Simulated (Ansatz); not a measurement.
# SnH₃Se+: functionals against CCSD(T) at one geometry

One table from this session's results is given with a row withheld; the runs are named, their logs left out.

Method: single points in def2-TZVPP; program: Ansatz 0.2.0, Gaussian basis.

Cores are frozen in the correlated methods. Filled d shells of the heavier atoms are correlated. Core potentials replace the inner electrons past krypton, and spin-orbit coupling is left out.

## Where the work starts

SMILES `[SeH][SnH2+]`, 5 atoms, charge 1, spin multiplicity 1.

Atoms are counted from 1 here; the program's logs count them from 0.

Bond lengths: Se1–Sn2 2.490 Å, Se1–H3 1.565 Å, Sn2–H4 1.903 Å, Sn2–H5 1.532 Å. Angles: Sn2–Se1–H3 99.5°, Se1–Sn2–H4 122.9°, Se1–Sn2–H5 133.9°, H4–Sn2–H5 103.1°.

Geometry (Å):

```
Se    1.08590   -1.42420    0.70880
Sn   -0.02330    0.52640   -0.36950
H    -0.00330   -1.78270    1.77420
H    -1.01490    0.38600   -1.98760
H    -0.22670    1.99000    0.03580
```

The first run:

run/in.yaml reads:

```yaml
crystal:
  periodic: [false, false, false]
  atoms:
    - {symbol: Se, position_ang: [1.085900, -1.424200, 0.708800]}
    - {symbol: Sn, position_ang: [-0.023300, 0.526400, -0.369500]}
    - {symbol: H, position_ang: [-0.003300, -1.782700, 1.774200]}
    - {symbol: H, position_ang: [-1.014900, 0.386000, -1.987600]}
    - {symbol: H, position_ang: [-0.226700, 1.990000, 0.035800]}
basis:
  gaussian: {orbitals: def2-TZVPP}
total_charge: 1
correlation: {method: ccsd_t}
output: {forces: true}
```

No record of the launch command was kept for these runs.

Among the steps run: CCSD(T)/def2-TZVPP; PBE0-D4/def2-TZVPP; wB97M-V/def2-TZVPP; r2SCAN-D4/def2-TZVPP; PBE-D4/def2-TZVPP; r2SCANh-D4/def2-TZVPP; revPBE-D4/def2-TZVPP.

One table of the session follows, with a row left open; its other results are not shown here.

```
    method  RMS force component (eV/Å)  angle to CCSD(T) forces (°)
   CCSD(T)                       1.593                    reference
   PBE0-D4                       1.613                          2.3
   wB97M-V                       1.620                          1.0
 r2SCAN-D4                       1.593                          2.7
    PBE-D4                       1.572                          7.3
r2SCANh-D4                       1.606                          1.7
 revPBE-D4                           ?                            ?
```

**Question.** Estimate the row for revPBE-D4.

As computed: RMS force component (eV/Å): 1.577; angle to CCSD(T) forces (°): 8.0. In the column «RMS force component (eV/Å)» it lies between PBE-D4 (1.572) and CCSD(T) (1.593).
